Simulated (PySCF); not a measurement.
The system is SGeH4, in a box.

```
CELL_PARAMETERS angstrom
12.00000 0.00000 0.00000
0.00000 13.00000 0.00000
0.00000 0.00000 12.00000
ATOMIC_POSITIONS crystal
S 0.60571 0.42784 0.60704
Ge 0.52043 0.55237 0.51280
H 0.58330 0.35463 0.53134
H 0.39646 0.52659 0.49720
H 0.57589 0.56783 0.39863
H 0.53429 0.64860 0.58527
```

Base run:

| Property | Result |
| --- | --- |
| Program | PySCF 2.14.0 |
| Functional | BHandHLYP |
| Dispersion | D3 |
| Potentials or basis | pob-tzvp-rev2 (all-electron) |
| k mesh | 1 × 1 × 1 |
| Occupations | fixed |
| Spin | no spin polarisation |

Its results: gap between the frontier levels 10.10 eV.

Question: The run is repeated on the same cell with these changes: functional from BHandHLYP to SCAN. What comes out?

Answer: Gap between the frontier levels 6.14 eV.

BHandHLYP gives the wider gap, since exact exchange removes part of the self-interaction.

Caveats: this is a molecule in a periodic box at the Γ point, so its band gap is the HOMO-LUMO gap; relativity is left out, which matters for the heavier elements; the basis of atomic orbitals isn't converged, which shifts pressures, moduli and gaps; this basis is made for solids and lacks diffuse functions, so gaps of a molecule come out too wide by an eV or more.

